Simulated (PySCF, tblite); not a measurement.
**C2H8NO2Si3 radical: geometry, infrared bands and EPR parameters**

Wanted: the infrared bands and EPR parameters of C2H8NO2Si3 radical (`[CH2][Si](C#N)(O[SiH3])O[SiH3]`), by calculation.

Programs: tblite 0.8.0 and PySCF 2.14.0, with density-fitted response routines of our own. Each step states its level of theory. These are calculated values for one molecule in the gas phase, unless marked as measured. Atoms are numbered from 0 throughout.

### 1 The molecule as given

16 atoms, charge 0, multiplicity 2; geometry from: force field or distance geometry start.

Bonds of the start (Å): C0–Si1 1.88, Si1–C2 1.80, C2–N3 1.16, Si1–O4 1.71, O4–Si5 1.73, Si1–O6 1.69, O6–Si7 1.70, C0–H8 1.13, C0–H9 1.09, Si5–H10 1.49, Si5–H11 1.47, Si5–H12 1.47, Si7–H13 1.47, Si7–H14 1.46, Si7–H15 1.48.

### 2 Optimising the geometry with GFN2-xTB

The job: settings as JSON, then the geometry in Å.

```
{"job": {"kind": "relax", "xc": "GFN2-xTB", "basis": "xTB"}, "charge": 0, "multiplicity": 2}
C     -0.424100    -0.979900     1.984700
Si     0.018100     0.065900     0.481700
C      0.236000    -0.986600    -0.962700
N      0.367400    -1.628500    -1.914400
O     -1.246500     1.162400     0.155800
Si    -2.773900     0.372800    -0.009600
O      1.405800     0.952400     0.854200
Si     2.782500     0.584500    -0.074100
H     -1.035000    -0.329700     2.681300
H      0.504500    -1.326500     2.448600
H     -3.441700     0.443100     1.316000
H     -2.503900    -1.014800    -0.398500
H     -3.533800     1.100400    -1.037900
H      3.595100    -0.425500     0.613800
H      2.449000     0.203800    -1.445000
H      3.592800     1.815000    -0.170300
```

Launch:

```sh
$ OMP_NUM_THREADS=1 python probes_run.py task.json out
```

This one command runs all jobs of the session in turn.

Standard output:

```text
step      E/eV     max force
  0    -670.21220    3.486
  1    -670.40657    8.128
  2    -670.67740    2.598
  3    -670.82536    1.092
  4    -670.91668    0.811
  5    -671.01794    1.268
  6    -671.08268    0.975
  7    -671.14761    0.586
  8    -671.19036    0.579
  9    -671.21910    0.441
 10    -671.23658    0.396
 11    -671.25735    0.482
 12    -671.28630    0.740
 13    -671.32066    0.690
 14    -671.35044    0.427
 15    -671.36913    0.361
 16    -671.38236    0.309
 17    -671.39463    0.327
 18    -671.40493    0.220
 19    -671.41449    0.298
 20    -671.42381    0.319
 21    -671.43220    0.436
 22    -671.43988    0.395
 23    -671.45046    0.308
 24    -671.46469    0.426
 25    -671.48027    0.419
 26    -671.49737    0.470
 27    -671.51352    0.311
 28    -671.52671    0.235
 29    -671.53622    0.222
 30    -671.54361    0.229
 31    -671.55141    0.221
 32    -671.56221    0.305
 33    -671.57317    0.298
 34    -671.58162    0.416
 35    -671.58927    0.202
 36    -671.59489    0.306
 37    -671.60091    0.260
 38    -671.61065    0.377
 39    -671.61798    0.229
 40    -671.61993    0.252
 41    -671.62209    0.115
 42    -671.62385    0.093
 43    -671.62628    0.133
 44    -671.62914    0.189
 45    -671.63285    0.171
 46    -671.63631    0.196
 47    -671.63988    0.181
 48    -671.64213    0.144
 49    -671.64342    0.093
 50    -671.64415    0.076
 51    -671.64498    0.104
 52    -671.64559    0.090
 53    -671.64627    0.086
 54    -671.64694    0.065
 55    -671.64755    0.052
 56    -671.64794    0.054
 57    -671.64830    0.058
 58    -671.64873    0.058
 59    -671.64915    0.065
 60    -671.64949    0.051
 61    -671.64975    0.045
 62    -671.65004    0.045
 63    -671.65039    0.053
 64    -671.65077    0.048
 65    -671.65109    0.043
 66    -671.65132    0.039
 67    -671.65152    0.035
 68    -671.65170    0.031
 69    -671.65187    0.032
 70    -671.65206    0.042
 71    -671.65231    0.044
 72    -671.65256    0.034
 73    -671.65275    0.027
 74    -671.65291    0.036
 75    -671.65308    0.035
 76    -671.65330    0.043
 77    -671.65356    0.046
 78    -671.65380    0.047
 79    -671.65403    0.034
 80    -671.65424    0.043
 81    -671.65448    0.034
 82    -671.65467    0.031
 83    -671.65479    0.030
 84    -671.65488    0.027
 85    -671.65501    0.026
 86    -671.65514    0.051
 87    -671.65530    0.038
 88    -671.65553    0.022
 89    -671.65582    0.024
 90    -671.65590    0.019
 91    -671.65605    0.030
 92    -671.65618    0.035
 93    -671.65638    0.037
 94    -671.65653    0.030
 95    -671.65663    0.024
 96    -671.65671    0.029
 97    -671.65685    0.034
 98    -671.65707    0.041
 99    -671.65734    0.040
100    -671.65753    0.031
101    -671.65766    0.047
102    -671.65782    0.049
103    -671.65806    0.058
104    -671.65866    0.091
105    -671.65948    0.100
106    -671.66009    0.074
107    -671.66052    0.059
108    -671.66080    0.047
109    -671.66108    0.080
110    -671.66149    0.054
111    -671.66235    0.062
112    -671.66197    0.192
113    -671.66319    0.046
114    -671.66343    0.032
115    -671.66337    0.154
116    -671.66383    0.039
117    -671.66397    0.034
118    -671.66480    0.063
119    -671.66553    0.079
120    -671.66599    0.057
121    -671.66634    0.043
122    -671.66669    0.044
123    -671.66700    0.059
124    -671.66753    0.081
125    -671.66809    0.113
126    -671.66882    0.062
127    -671.66935    0.067
128    -671.66979    0.058
129    -671.67003    0.075
130    -671.67042    0.067
131    -671.67091    0.083
132    -671.67120    0.098
133    -671.67168    0.062
134    -671.67196    0.041
135    -671.67223    0.036
136    -671.67249    0.051
137    -671.67277    0.060
138    -671.67312    0.073
139    -671.67331    0.050
140    -671.67373    0.061
141    -671.67405    0.041
142    -671.67488    0.063
143    -671.67526    0.096
144    -671.67598    0.087
145    -671.67713    0.099
146    -671.67807    0.090
147    -671.67944    0.078
148    -671.67892    0.249
149    -671.68142    0.103
150    -671.68248    0.094
151    -671.68487    0.129
152    -671.68664    0.112
153    -671.68710    0.071
154    -671.68764    0.062
155    -671.68832    0.113
156    -671.68914    0.110
157    -671.69131    0.100
158    -671.69307    0.156
159    -671.69517    0.103
160    -671.69645    0.111
161    -671.69625    0.308
162    -671.69799    0.180
163    -671.69882    0.086
164    -671.69943    0.044
165    -671.69991    0.112
166    -671.70022    0.090
167    -671.70077    0.041
168    -671.70120    0.051
169    -671.70158    0.080
170    -671.70195    0.062
171    -671.70231    0.065
172    -671.70268    0.048
173    -671.70306    0.076
174    -671.70347    0.081
175    -671.70391    0.068
176    -671.70431    0.056
177    -671.70463    0.053
178    -671.70485    0.049
179    -671.70507    0.039
180    -671.70532    0.031
181    -671.70557    0.035
182    -671.70582    0.042
183    -671.70604    0.041
184    -671.70621    0.037
185    -671.70633    0.025
186    -671.70643    0.021
187    -671.70650    0.022
188    -671.70655    0.026
189    -671.70658    0.018
190    -671.70659    0.012
191    -671.70662    0.012
192    -671.70666    0.012
193    -671.70672    0.016
194    -671.70678    0.028
195    -671.70686    0.037
196    -671.70696    0.039
197    -671.70708    0.031
198    -671.70723    0.019
199    -671.70742    0.026
200    -671.70766    0.045
201    -671.70794    0.056
202    -671.70827    0.052
203    -671.70857    0.045
204    -671.70880    0.035
205    -671.70897    0.035
206    -671.70908    0.025
207    -671.70916    0.023
208    -671.70922    0.029
209    -671.70929    0.021
210    -671.70936    0.028
211    -671.70942    0.027
212    -671.70948    0.035
213    -671.70954    0.022
214    -671.70959    0.012
215    -671.70961    0.011
216    -671.70962    0.007
```

Wall time 1.8 s (1 thread of Arm Neoverse V2, shared host); peak memory 0.18 GiB.

Step by step: (not every step is listed)

```csv
step,energy from step 0 (eV),largest force (eV/Å)
0,0.0000,3.4855
1,-0.1944,8.1285
2,-0.4652,2.5982
3,-0.6132,1.0919
4,-0.7045,0.8114
5,-0.8057,1.2680
6,-0.8705,0.9753
7,-0.9354,0.5860
8,-0.9782,0.5789
28,-1.3145,0.2348
48,-1.4299,0.1435
68,-1.4395,0.0311
88,-1.4433,0.0222
108,-1.4486,0.0469
128,-1.4576,0.0576
148,-1.4667,0.2493
168,-1.4890,0.0514
188,-1.4943,0.0263
208,-1.4970,0.0289
211,-1.4972,0.0271
212,-1.4973,0.0346
213,-1.4973,0.0220
214,-1.4974,0.0122
215,-1.4974,0.0109
216,-1.4974,0.0073
```

Close pairs (by a distance rule), those that changed most:

```csv
bond,before (Å),after (Å),change (Å)
O4–Si5,1.727,1.624,-0.103
Si1–O4,1.705,1.616,-0.089
Si1–C2,1.800,1.879,+0.078
O6–Si7,1.701,1.624,-0.076
Si1–O6,1.688,1.616,-0.072
C0–H8,1.132,1.075,-0.057
C0–Si1,1.884,1.842,-0.041
Si5–H10,1.486,1.463,-0.023
```

The final coordinates are the input of the step that follows.

### 3 Harmonic vibrations with GFN2-xTB

The job: settings as JSON, then the geometry in Å.

```
{"job": {"kind": "ir", "xc": "GFN2-xTB", "basis": "xTB"}, "charge": 0, "multiplicity": 2}
C     -0.046268    -1.581635     2.289800
Si     0.021372    -0.957168     0.557867
C      0.141666    -2.375433    -0.668068
N      0.217752    -3.264548    -1.384182
O     -1.326602    -0.167761     0.143079
Si    -2.104856     1.203040    -0.248885
O      1.341582    -0.057565     0.314346
Si     2.058050     1.316575    -0.172856
H     -0.967533    -1.899953     2.743201
H      0.843455    -1.813003     2.846949
H     -2.178398     2.023921     0.960230
H     -3.408368     0.717052    -0.689061
H     -1.358186     1.887579    -1.304046
H      3.442331     1.117282     0.244304
H      1.904430     1.424402    -1.622827
H      1.411975     2.436159     0.513705
```

Standard output:

```text
mode    cm-1     km/mol
  1      26.7      1.26
  2      38.5      1.30
  3      44.3      0.80
  4      59.8      0.11
  5      67.4      0.18
  6      94.7      0.06
  7     107.7      7.63
  8     116.9      3.47
  9     130.0      8.59
 10     183.6      5.97
 11     227.7     11.06
 12     268.0     25.21
 13     338.6      2.15
 14     357.4     26.92
 15     494.5     11.01
 16     526.9     58.40
 17     595.4     21.00
 18     597.5     70.05
 19     607.4     78.92
 20     626.6     57.83
 21     633.8     68.97
 22     655.7     57.95
 23     743.1     80.56
 24     753.8     30.10
 25     763.9    371.95
 26     775.6    400.40
 27     785.9     46.23
 28     804.5    251.92
 29     825.3    591.59
 30     861.3     30.10
 31    1070.8    627.94
 32    1098.3    717.31
 33    1376.9      8.44
 34    2242.4     29.18
 35    2248.5    582.34
 36    2261.4    304.83
 37    2268.9    292.87
 38    2292.3    320.02
 39    2295.5     85.16
 40    2363.4     64.55
 41    3107.0      0.50
 42    3153.0     15.84
```

It took 0.7 s on 1 thread of Arm Neoverse V2, shared host; peak memory 0.18 GiB.

Which atoms move in the most intense modes:

```csv
cm⁻¹,km/mol,atoms
764,371.9,"H13 32 %, H11 25 %, H14 13 %, H10 12 %"
776,400.4,"H15 26 %, H12 25 %, H14 17 %, H10 16 %"
825,591.6,"H10 15 %, H13 15 %, H14 14 %, H11 14 %"
1071,627.9,"O4 37 %, O6 36 %, Si1 17 %"
1098,717.3,"O6 40 %, O4 39 %"
2248,582.3,"H15 40 %, H12 32 %, H10 23 %"
2261,304.8,"H10 38 %, H12 30 %, H14 25 %"
2292,320.0,"H13 81 %, H11 10 %"
```

### 4 g tensor and hyperfine couplings: B3LYP/pcH-1

Settings changed since step 3:

```diff
@@ -1,2 +1,2 @@
-{"job": {"kind": "ir", "xc": "GFN2-xTB", "basis": "xTB"}, "charge": 0, "multiplicity": 2}
+{"job": {"kind": "epr", "basis": "pcH-1"}, "charge": 0, "multiplicity": 2}
 C     -0.046268    -1.581635     2.289800
```

Method: UKS B3LYP, pcH-1 on C H N O Si, non-relativistic, mean-field spin-orbit, GIAO.

Standard output:

```text
UKS, coarse grid
  cycle   1  E = -1154.62174942  |g| = 8.57e-01
  cycle   2  E = -1154.09172724  |g| = 1.46e+00
  cycle   3  E = -1154.85089122  |g| = 1.77e-01
  cycle   4  E = -1154.85762903  |g| = 1.24e-01
  cycle   5  E = -1154.86368820  |g| = 3.32e-02
  cycle   6  E = -1154.86415709  |g| = 3.62e-03
  cycle   7  E = -1154.86416258  |g| = 1.64e-03
  cycle   8  E = -1154.86416419  |g| = 5.06e-04
UKS, final grid
  cycle   1  E = -1154.86410851  |g| = 6.20e-04
  cycle   2  E = -1154.86410807  |g| = 1.23e-03
  cycle   3  E = -1154.86410867  |g| = 2.49e-04
  cycle   4  E = -1154.86410870  |g| = 5.19e-05
  cycle   5  E = -1154.86410870  |g| = 3.79e-05
  cycle   6  E = -1154.86410870  |g| = 9.40e-06
E = -1154.86410870 Eh   <S^2> = 0.7529 (exact 0.7500)
g shifts (ppm)      1          2          3
  rmc          -129       -129       -129
  gc              7         30         34
  oz_so          17        336        700
  total        -105        237        605
hyperfine (MHz)  atom isotope    a_iso     a_fc   dipolar eigenvalues
    0   13C      85.97      86.09    -76.23    -75.88    152.11
    1  29Si      52.03      52.06     -4.24      0.97      3.27
    2   13C      21.57      21.58     -2.42     -1.31      3.73
    3   14N       0.53       0.53     -1.19     -1.05      2.25
    4   17O      -2.04      -2.03     -2.20      0.92      1.28
    5  29Si       0.32       0.32     -0.33      0.12      0.22
    6   17O      -2.19      -2.19     -2.23      0.92      1.31
    7  29Si       0.51       0.51     -0.34      0.15      0.19
    8    1H     -57.74     -57.75    -36.92     -1.12     38.04
    9    1H     -57.90     -57.90    -36.90     -1.12     38.03
   10    1H       0.01       0.01     -1.02     -0.94      1.96
   11    1H       0.35       0.35     -0.63     -0.58      1.20
   12    1H      -0.15      -0.15     -0.61     -0.56      1.17
   13    1H       0.22       0.22     -0.68     -0.66      1.34
   14    1H       0.05       0.05     -0.56     -0.51      1.07
   15    1H       0.14       0.14     -0.87     -0.81      1.67
```

Wall time 2.8 min (1 thread of Arm Neoverse V2, shared host); peak memory 1.1 GiB.

Principal g values 2.00221, 2.00256, 2.00292; g(iso) = 2.00257, against 2.00232 for a free electron.

Mean a(iso) over the nuclei that a row names, and the largest dipolar term of the row (other rows stand at the frozen geometry):

```csv
nuclei,isotope,a(iso) (MHz),"a(iso) (G, at g = 2.0023)",largest dipolar term (MHz)
C0,13C,86.0,30.7,152.1
"H8, H9",1H,-57.8,-20.6,38.0
Si1,29Si,52.0,18.6,-4.2
C2,13C,21.6,7.7,3.7
"O4, O6",17O,-2.1,-0.8,-2.2
N3,14N,0.5,0.2,2.2
"Si5, Si7",29Si,0.4,0.1,-0.3
"H10, H11, H12, H13, H14, H15",1H,0.1,0.0,2.0
```

Mulliken spin populations:

C0 1.05; Si1 0.01; C2 0.00; N3 0.02; O4 0.00; Si5 0.00; O6 0.00; Si7 0.00; H8 -0.04; H9 -0.04; H10 0.00; H11 0.00; H12 0.00; H13 0.00; H14 0.00; H15 0.00

In first order the couplings over 0.8 MHz of 1H give 3 distinct lines over 41.3 G, if the averaged nuclei exchange fast.

Orbitals, density, ELF and potential are computed afterwards from the orbital file.

ELF in a plane through or near 6 of the atoms.

Ten even steps from '0' (0.00) to '9' (1.00):
```
0000000000000000000000000000
0000000000000000000000000000
0000000001243100000000000000
0000000014688530000000000000
0000000014788520000000000000
0000000111122100000000000000
0000001321641445300000000000
0000135652016887400011100000
0000023542136786212234310000
0000000000001440168765420000
0000001221013540169865420000
0000024784247886234444310000
0000024731128787200011100000
0000001205413455200000000000
0000000278995000000000000000
0000000599999610000000000000
0000000599999830000000000000
0000000058996100000000000000
0000000000000000000000000000
0000000000000000000000000000
```
The map spans 10.8 Å across and 12.1 Å up, centred on the molecule. Atoms in the plane (x, y in Å): Si1 (1.0, -0.1), O4 (0.2, 1.3), Si5 (-1.2, 2.2), O6 (0.0, -1.3), Si7 (-1.5, -2.0), H13 (-1.2, -3.4).

log10 of the density (e/Å³) in the same plane.

Ten even steps from '0' (-4.0) to '9' (1.0):
```
0000000000000000000000000000
0000000001111100000000000000
0000000123333221000000000000
0000011234454432100000000000
0000122345665543100000000000
0001234566776554321000000000
0001244568987666543222100000
0002345667777887654444321000
0001234555567887666655432100
0001233444456677777765543100
0001234455556777877766543100
0002345666678887666665432100
0012345678878987654444321000
0001345679977666533222210000
0001234567776544321000000000
0000123467876432100000000000
0000012345655332000000000000
0000011233433221000000000000
0000000011111000000000000000
0000000000000000000000000000
```
The map spans 10.8 Å across and 12.1 Å up, centred on the molecule. Atoms in the plane (x, y in Å): Si1 (1.0, -0.1), O4 (0.2, 1.3), Si5 (-1.2, 2.2), O6 (0.0, -1.3), Si7 (-1.5, -2.0), H13 (-1.2, -3.4).

On the surface of density 0.002 e/bohr³ the electrostatic potential runs, from the 1st to the 99th percentile, from -1.82 V near N3 to 1.75 V near H12.

The spin density lies nearest to C0 72 %; Si1 7 %; H8, H9 about 7 % each.

### 5 Outcome

```
                                 quantity                  value
strongest single infrared mode (GFN2-xTB)  1098 cm⁻¹, 717 km/mol
             zero-point energy (GFN2-xTB)          55.6 kcal/mol
                           g(iso) (B3LYP)                2.00257
                                     ⟨S²⟩     0.753 (exact 0.75)
       largest a(iso) (averaged by class)    13C on C0, 86.0 MHz
    surface potential, 1st and 99th percentile     -1.82 V and 1.75 V
```

What this shows: Over 216 steps the energy fell by 1.497 eV; of the close pairs, O4–Si5 changed most, 1.727 to 1.624 Å. No mode is imaginary among the 42: a minimum at this level. The strongest single mode, at 1098 cm⁻¹, moves mainly O6 and O4. GFN2-xTB is a fitted tight-binding method: band positions and strengths are rough. Its intensities can rank the bands wrongly. Most of the unpaired spin sits on C0 (1.05 e). The isotropic g lies 0.2 ppt above the free-electron value.
